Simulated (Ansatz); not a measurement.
# Bi2Se3 (Paraguanajuatite): the cost of one run

Computed with Ansatz 0.2.0 (DFT PBEsol, scalar-relativistic, plane waves, PAW, unless a step's input says otherwise).

That is the level of the relaxation; later steps name their own.

1 further run of the same task is left out (set aside as unsound or not needed).

### 1 The starting structure

The structure is trigonal, space group R-3m (No. 166). Conventional cell: a = 4.130 Å, b = 4.130 Å, c = 28.620 Å, α = 90.00°, β = 90.00°, γ = 120.00°. Around Bi (site symmetry 3m) lie 6 Se at 2.85 to 3.06 Å. Se (site symmetry -3m) has 6 Bi at 3.06 Å as nearest neighbours. Se (site symmetry 3m) has 3 Bi at 2.85 Å as nearest neighbours.

As a file:

```cif
data_structure
_symmetry_space_group_name_H-M 'R-3m:H'
_symmetry_Int_Tables_number 166
_cell_length_a 4.1303
_cell_length_b 4.1303
_cell_length_c 28.6197
_cell_angle_alpha 90.000
_cell_angle_beta 90.000
_cell_angle_gamma 120.000
_cell_volume 422.83
loop_
_atom_site_label
_atom_site_type_symbol
_atom_site_symmetry_multiplicity
_atom_site_Wyckoff_symbol
_atom_site_fract_x
_atom_site_fract_y
_atom_site_fract_z
_atom_site_occupancy
Bi1 Bi 6 c 0.66667 0.33333 0.73359 1
Se1 Se 3 a 0.00000 0.00000 0.00000 1
Se2 Se 6 c 0.33333 0.66667 0.87831 1
```

It is the result of an earlier relaxation at this level (volume 28.19 Å³/atom; gap on the mesh: 0.12 eV).

### 2 Band edges over the whole zone

Input file input.yaml:

```yaml
crystal:
  lattice:
    - [2.0651703962, 1.1923266841, 9.5399082434]
    - [-2.0651703962, 1.1923266841, 9.5399082434]
    - [0.0, -2.3846533683, 9.5399082434]
  atoms:
    - { symbol: Bi, position: [0.400258383, 0.400258383, 0.400258383] }
    - { symbol: Bi, position: [0.599741617, 0.599741617, 0.599741617] }
    - { symbol: Se, position: [0.0, 0.0, 0.0] }
    - { symbol: Se, position: [0.2116391021, 0.2116391021, 0.2116391021] }
    - { symbol: Se, position: [0.7883608979, 0.7883608979, 0.7883608979] }
basis:
  ecutwfc: 420
kpoints:
  mp_grid: { grid: [12, 12, 12] }
  band_path: { path: [VBM, CBM], npoints: 2 }
hamiltonian:
  xc: pbesol
scf:
  occupations: { method: gaussian, width: 0.01 }
output:
  forces: true
  stress: true
  eigenvalues: true
```

Command:

```console
> ansatz run input.yaml --threads 2 --pin off --max-ram 5120MiB --backend cpu --events-out ev --progress --plain --runs-dir out
```

**Question.** How long does this run take on 2 threads of Arm Neoverse V1, shared host, and how much memory does it need?

About 52 s, with a peak of 0.99 GiB.
